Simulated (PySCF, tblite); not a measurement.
**C9H13B: geometry, infrared bands and NMR shifts**

Aim: predict the infrared bands and NMR shifts of C9H13B (`CB(C)C1C=CC=CC=C1`).

Computed with tblite 0.8.0 and PySCF 2.14.0, with density-fitted response routines of our own, on a single molecule in the gas phase. Atoms count from 0, in the outputs and in this text.

### 1 Starting geometry

23 atoms, charge 0, multiplicity 1; geometry from: force field or distance geometry start.

Bonds of the start (Å): C0–B1 1.59, B1–C2 1.58, B1–C3 1.61, C3–C4 1.49, C4–C5 1.33, C5–C6 1.48, C6–C7 1.34, C7–C8 1.48, C8–C9 1.35, C9–C3 1.51, C0–H10 1.11, C0–H11 1.12, C0–H12 1.11, C2–H13 1.11, C2–H14 1.10, C2–H15 1.12, C3–H16 1.12, C4–H17 1.09, C5–H18 1.08, C6–H19 1.09, C7–H20 1.07, C8–H21 1.08, C9–H22 1.07.

### 2 Geometry optimisation with GFN2-xTB

The job: settings as JSON, then the geometry in Å.

```
{"job": {"kind": "relax", "xc": "GFN2-xTB", "basis": "xTB"}, "charge": 0, "multiplicity": 1}
C     -2.335000     0.686100     1.595300
B     -1.619000     0.210200     0.257400
C     -2.474100    -0.150600    -1.019000
C     -0.011900     0.086500     0.232300
C      0.583400     1.005300    -0.774700
C      1.898300     1.177400    -0.919200
C      2.930900     0.446700    -0.151400
C      2.842500    -0.825600     0.268400
C      1.693800    -1.734100     0.024700
C      0.407300    -1.341300    -0.019100
H     -1.987500     1.701700     1.864300
H     -3.446100     0.717200     1.444300
H     -2.116300    -0.013900     2.431500
H     -3.181800    -0.971300    -0.782300
H     -1.829000    -0.456700    -1.855500
H     -3.062000     0.749300    -1.322800
H      0.360200     0.380100     1.249900
H     -0.067700     1.612300    -1.398900
H      2.249500     1.950000    -1.589800
H      3.883400     0.948300     0.002900
H      3.711100    -1.269300     0.719300
H      1.899900    -2.786400    -0.063800
H     -0.334600    -2.094900    -0.183800
```

Command:

```bash
> OMP_NUM_THREADS=1 python probes_run.py task.json out
```

The driver reads the jobs from task.json and runs them one after another.

**Question.** This job is followed by: GFN2-xTB harmonic vibrations, gas phase; GIAO PBE0/pcSseg-1 NMR shielding, non-relativistic, gas phase. What will the session give for the following? strongest single infrared mode (GFN2-xTB); zero-point energy (GFN2-xTB); 13C shifts against TMS (PBE0/pcSseg-1, means over atoms taken as alike); 1H shifts against TMS (PBE0/pcSseg-1, means over atoms taken as alike); 11B shifts against BF3·OEt2 (PBE0/pcSseg-1).

The runs gave:

| quantity | value |
| --- | --- |
| strongest single infrared mode (GFN2-xTB) | 1173 cm⁻¹, 231 km/mol |
| zero-point energy (GFN2-xTB) | 119.6 kcal/mol |
| 13C shifts against TMS (PBE0/pcSseg-1, means over atoms taken as alike) | 136.5, 130.3, 120.4, 44.5, 14.8 ppm |
| 1H shifts against TMS (PBE0/pcSseg-1, means over atoms taken as alike) | 7.19, 6.68, 5.06, 1.11, 0.67 ppm |
| 11B shifts against BF3·OEt2 (PBE0/pcSseg-1) | 91.0 ppm |

In words: Over 58 steps the energy fell by 0.306 eV; of the close pairs, C7–C8 changed most, 1.485 to 1.431 Å. No mode is imaginary among the 63: a minimum at this level. The strongest single mode, at 1173 cm⁻¹, moves mainly B1. GFN2-xTB is a fitted tight-binding method: band positions and strengths are rough. Its intensities can rank the bands wrongly. At PBE0/pcSseg-1: The widest tensor belongs to C6, C7: span 231 ppm, with a paramagnetic part of -205 ppm.
